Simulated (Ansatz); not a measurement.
# H₅NS₂Si: basis-set convergence

One table from this session's results is given with a row withheld; the runs are named, their logs left out.

The runs use Ansatz 0.2.0, Gaussian basis; one geometry, several basis sets.

The runs, in order: PBE0-D4/def2-SVP; ωB97M-V/def2-SVP; PBE0-D4/def2-QZVPP; ωB97M-V/def2-QZVPP; the functionals' def2-TZVPP values are taken from earlier runs.

### Structure used throughout

All runs share one geometry, relaxed beforehand with PBE0-D4 in a triple-zeta def2 set.

SMILES `N[SiH2]SS`, 9 atoms, charge 0, spin multiplicity 1.

Atoms are counted from 1 here; the program's logs count them from 0.

Bond lengths: N1–Si2 1.706 Å, N1–H5 1.007 Å, N1–H6 1.007 Å, Si2–S3 2.157 Å, Si2–H7 1.480 Å, Si2–H8 1.485 Å, S3–S4 2.065 Å, S4–H9 1.346 Å. Angles: Si2–N1–H5 121.0°, Si2–N1–H6 119.6°, H5–N1–H6 111.6°, N1–Si2–S3 116.7°, N1–Si2–H7 107.2°, N1–Si2–H8 109.3°, S3–Si2–H7 107.7°, S3–Si2–H8 102.9°, H7–Si2–H8 113.2°, Si2–S3–S4 96.9°, S3–S4–H9 98.1°.

Set-up of the first run:

Input file in.yaml:

```yaml
crystal:
  periodic: [false, false, false]
  atoms:
    - {symbol: N, position_ang: [-0.158807, 0.853599, -1.136510]}
    - {symbol: Si, position_ang: [0.645488, -0.536497, -0.559613]}
    - {symbol: S, position_ang: [-0.307328, -1.610918, 1.050205]}
    - {symbol: S, position_ang: [-0.236895, -0.087666, 2.442470]}
    - {symbol: H, position_ang: [-1.044310, 0.781362, -1.610901]}
    - {symbol: H, position_ang: [-0.080782, 1.719772, -0.628637]}
    - {symbol: H, position_ang: [1.978280, -0.103641, -0.083915]}
    - {symbol: H, position_ang: [0.711047, -1.550975, -1.642353]}
    - {symbol: H, position_ang: [-1.418093, 0.488665, 2.152052]}
basis:
  gaussian: {orbitals: def2-SVP}
hamiltonian: {xc: pbe0, dispersion: d4}
output: {orbitals: {seedname: orbitals}}
```

On the command line:

```bash
> ansatz run in.yaml --threads 2 --pin off --events-out ev --progress --plain --max-ram 4352MiB
```

Steps of the session up to this table: PBE0-D4 in def2-SVP; ωB97M-V in def2-SVP; PBE0-D4 in def2-QZVPP; ωB97M-V in def2-QZVPP.

One of the session's tables, all rows but one given; the rest of the session is left out.

```
functional       basis  HOMO (eV)
   PBE0-D4    def2-SVP      -6.93
   PBE0-D4  def2-TZVPP          ?
   PBE0-D4  def2-QZVPP      -7.08
   ωB97M-V    def2-SVP      -9.03
   ωB97M-V  def2-TZVPP      -9.18
   ωB97M-V  def2-QZVPP      -9.22
```

Estimate the missing values for PBE0-D4, def2-TZVPP.

The run gave: HOMO (eV): -7.04. In the column «HOMO (eV)» it lies between PBE0-D4, def2-QZVPP (-7.08) and PBE0-D4, def2-SVP (-6.93).
